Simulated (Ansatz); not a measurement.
The system is ScTaN.

```xyz
6
Lattice="3.0851 0.0000 0.0000 -1.5425 2.6717 0.0000 0.0000 0.0000 10.3401" Properties=species:S:1:pos:R:3 pbc="T T T"
Ta    0.0000    1.7812    2.5399
Ta    1.5425    0.8906    7.8003
Sc    0.0000    0.0000    0.0000
Sc    0.0000    0.0000    5.1701
N     0.0000    1.7812    6.5126
N     1.5425    0.8906    3.8275
```

The cell comes from a database or a generator and needn't be the stable form of this composition.

Base run:

* Program: Ansatz 0.2.0
* Functional: r2SCAN
* Potentials or basis: Ansatz PAW
* Cutoff: 500 eV (not typed: the program's choice for these potentials)
* k mesh: 10 × 10 × 3
* Occupations: fermi-dirac, width 0.05 eV
* Spin: no spin polarisation

Its results: band gap on the k mesh none (metal or under the smearing width); pressure -2.5 GPa; largest force 0.126 eV/Å.

Task: The run is repeated on the same cell with these changes: functional from r2SCAN to LDA; cutoff from 500 eV (not typed: the program's choice for these potentials) to 420 eV (not typed: the program's choice for these potentials). What comes out?

Result: Band gap on the k mesh none (metal or under the smearing width); pressure -11.5 GPa; largest force 0.517 eV/Å.

Caveats: spin-orbit coupling is left out, which moves the levels of the heavy elements; the PAW data sets come from PBE, with cores solved anew for the run's functional, which leaves a small shift of forces and pressure.
